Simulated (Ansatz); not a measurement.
# PbO: energy and pressure over a range of volumes

One table from this session's results is given with a row withheld; the runs are named, their logs left out.

Computed with Ansatz 0.2.0 (DFT LDA, scalar-relativistic, unless a step's input says otherwise).

## The structure to begin with

The structure is tetragonal, space group P4/nmm (No. 129). Conventional cell: a = 3.974 Å, b = 3.974 Å, c = 5.022 Å, α = 90.00°, β = 90.00°, γ = 90.00°. Pb (site symmetry 4mm) has 4 O at 2.31 Å in its first shell of neighbours. Around O (site symmetry -4m2) lie 4 Pb at 2.31 Å.

Structure file:

```cif
data_structure
_symmetry_space_group_name_H-M 'P4/nmm:1'
_symmetry_Int_Tables_number 129
_cell_length_a 3.9744
_cell_length_b 3.9744
_cell_length_c 5.0220
_cell_angle_alpha 90.000
_cell_angle_beta 90.000
_cell_angle_gamma 90.000
_cell_volume 79.33
loop_
_atom_site_label
_atom_site_type_symbol
_atom_site_symmetry_multiplicity
_atom_site_Wyckoff_symbol
_atom_site_fract_x
_atom_site_fract_y
_atom_site_fract_z
_atom_site_occupancy
Pb1 Pb 2 c 0.00000 0.50000 0.23510 1
O1 O 2 a 0.00000 0.00000 0.00000 1
```

The file gives the conventional cell by its symmetry; the runs use the cell typed in the input.

Atoms are numbered in the order of the input: Pb1, Pb2, O3, O4.

The first run:

The input, input.yaml:

```yaml
crystal:
  lattice:
    - [3.8932670305, 0.0, 0.0]
    - [0.0, 3.8932670305, 0.0]
    - [0.0, 0.0, 4.919481438]
  atoms:
    - { symbol: Pb, position: [0.0, 0.5, 0.2351] }
    - { symbol: Pb, position: [0.5, 0.0, 0.7649] }
    - { symbol: O, position: [0.0, 0.0, 0.0] }
    - { symbol: O, position: [0.5, 0.5, 0.0] }
kpoints:
  mp_grid: { grid: [7, 7, 6] }
  band_path:
    path:
      - [0.0, 0.0, 0.0]
      - [0.0, 0.5, 0.0]
      - [0.5, 0.5, 0.0]
      - [0.0, 0.0, 0.0]
      - [0.0, 0.0, 0.5]
      - [0.0, 0.5, 0.5]
      - [0.5, 0.5, 0.5]
      - [0.0, 0.0, 0.5]
      - [0.0, 0.5, 0.0]
    npoints: 5
scf:
  occupations: { method: fermi_dirac, width: 0.03 }
hamiltonian:
  xc: lda
  pseudopotentials: { kind: all_electron, lapw: { basis_error: 0.001 } }
output:
  forces: true
  stress: true
  eigenvalues: true
```

The run is started by

```bash
> ansatz run input.yaml --threads 1 --pin off --max-ram 4096MiB --backend cpu --events-out ev --progress --plain --runs-dir out
```

Steps of the session up to this table: Volume × 0.94, LAPW; Volume × 0.94, PAW; Volume × 0.94, crystal datasets; Volume × 0.98, LAPW; Volume × 0.98, PAW; Volume × 0.98, crystal datasets; Volume × 1.01, LAPW; Volume × 1.01, PAW; Volume × 1.01, crystal datasets; Volume × 1.04, LAPW; Volume × 1.04, PAW; Volume × 1.04, crystal datasets.

One of the session's tables, all rows but one given; the rest of the session is left out.

```
          method  volume (Å³/atom)  gap on the k mesh (eV)  largest force (eV/Å)
            LAPW            18.642                    1.37                 0.747
            LAPW            19.435                    1.44                 0.118
            LAPW            20.030                    1.48                 0.295
            LAPW            20.625                    1.51                 0.663
             PAW            18.642                       ?                     ?
             PAW            19.435                    1.44                 0.111
             PAW            20.030                    1.48                 0.301
             PAW            20.625                    1.52                 0.668
crystal datasets            18.642                    1.37                 0.748
crystal datasets            19.435                    1.44                 0.118
crystal datasets            20.030                    1.48                 0.295
crystal datasets            20.625                    1.51                 0.663
```

Q: Estimate the row for PAW, 18.642 from the others.

As computed: gap on the k mesh (eV): 1.37; largest force (eV/Å): 0.740.

Caveats from the session: Warnings in the runs' records: gradients without spin orbit, crystal datasets made.
